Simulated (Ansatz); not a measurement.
# CH₈N₂OSi: a ladder of functionals and wavefunction methods

The task here is to estimate one member of a computed series from the others.

The runs use Ansatz 0.2.0, Gaussian basis; functionals in def2-TZVPP, the program's frozen cores in correlated methods.

The runs, in order: PBE-D4, r2SCAN-D4, PBE0-D4, B3LYP-D4, ωB97X-V, ωB97M-V, B2PLYP; CCSD(T)/def2-TZVPP; MP2/def2-QZVPP; extrapolation to the limit.

### The geometry

All runs share one geometry, relaxed beforehand with PBE0-D4 in a triple-zeta def2 set.

SMILES `NC(N)(O)[SiH3]`, 13 atoms, charge 0, spin multiplicity 1.

Atoms are counted from 1 here; the program's logs count them from 0.

Bond lengths: N1–C2 1.431 Å, N1–H6 1.016 Å, N1–H7 1.011 Å, C2–N3 1.443 Å, C2–O4 1.430 Å, C2–Si5 1.924 Å, N3–H8 1.011 Å, N3–H9 1.011 Å, O4–H10 0.961 Å, Si5–H11 1.494 Å, Si5–H12 1.486 Å, Si5–H13 1.486 Å. Angles: C2–N1–H6 109.4°, C2–N1–H7 112.6°, H6–N1–H7 109.6°, N1–C2–N3 106.4°, N1–C2–O4 115.1°, N1–C2–Si5 109.7°, N3–C2–O4 103.2°, N3–C2–Si5 112.8°, O4–C2–Si5 109.6°, C2–N3–H8 110.7°, C2–N3–H9 111.2°, H8–N3–H9 110.0°, C2–O4–H10 108.3°, C2–Si5–H11 111.0°, C2–Si5–H12 110.5°, C2–Si5–H13 108.1°, H11–Si5–H12 109.0°, H11–Si5–H13 108.7° and more.

The first run:

Input file in.yaml:

```yaml
crystal:
  periodic: [false, false, false]
  atoms:
    - {symbol: N, position_ang: [-1.129233, 0.943563, -0.528993]}
    - {symbol: C, position_ang: [0.009644, 0.395956, 0.141651]}
    - {symbol: N, position_ang: [-0.287441, 0.441186, 1.553131]}
    - {symbol: O, position_ang: [1.206781, 1.171374, 0.034572]}
    - {symbol: Si, position_ang: [0.338997, -1.389989, -0.492998]}
    - {symbol: H, position_ang: [-1.304367, 1.883480, -0.185605]}
    - {symbol: H, position_ang: [-1.014704, 0.965430, -1.533318]}
    - {symbol: H, position_ang: [-1.119666, -0.093901, 1.760667]}
    - {symbol: H, position_ang: [0.489661, 0.097841, 2.101574]}
    - {symbol: H, position_ang: [1.513625, 1.129633, -0.875439]}
    - {symbol: H, position_ang: [0.663055, -1.388957, -1.951849]}
    - {symbol: H, position_ang: [-0.848533, -2.253084, -0.261472]}
    - {symbol: H, position_ang: [1.502579, -1.937234, 0.252779]}
basis:
  gaussian: {orbitals: def2-TZVPP}
hamiltonian: {xc: pbe, dispersion: d4}
output: {forces: true, orbitals: {seedname: orbitals}}
```

Launch:

```bash
$ ansatz run in.yaml --threads 4 --pin off --events-out ev --progress --plain --max-ram 10444MiB
```

Among the steps run: PBE-D4 (GGA); r2SCAN-D4 (meta-GGA); PBE0-D4 (hybrid); B3LYP-D4 (hybrid); ωB97X-V (range-separated); ωB97M-V (range-separated); B2PLYP (double hybrid); CCSD(T) in def2-TZVPP; MP2 in def2-QZVPP.

One of the session's tables, all rows but one given; the rest of the session is left out.

```
            method  atomisation energy (kJ/mol)
            PBE-D4                       4548.7
         r2SCAN-D4                       4436.6
           PBE0-D4                       4442.0
          B3LYP-D4                       4465.2
           ωB97X-V                       4480.7
           ωB97M-V                       4476.5
            B2PLYP                       4398.2
     HF/def2-TZVPP                       3001.0
    MP2/def2-TZVPP                       4364.2
   CCSD/def2-TZVPP                            ?
CCSD(T)/def2-TZVPP                       4314.9
           MP2/CBS                       4507.9
       CCSD(T)/CBS                       4458.6
```

**Question.** Estimate the row for CCSD/def2-TZVPP.

As computed: atomisation energy (kJ/mol): 4242.6. In the column «atomisation energy (kJ/mol)» it lies between HF/def2-TZVPP (3001.0) and CCSD(T)/def2-TZVPP (4314.9).

Caveats from the session: Free atoms (2 N, 1 C, 1 O, 1 Si, 8 H) were run apart at each level; the atomisation energy is their sum less the molecule, without zero-point or spin-orbit terms.
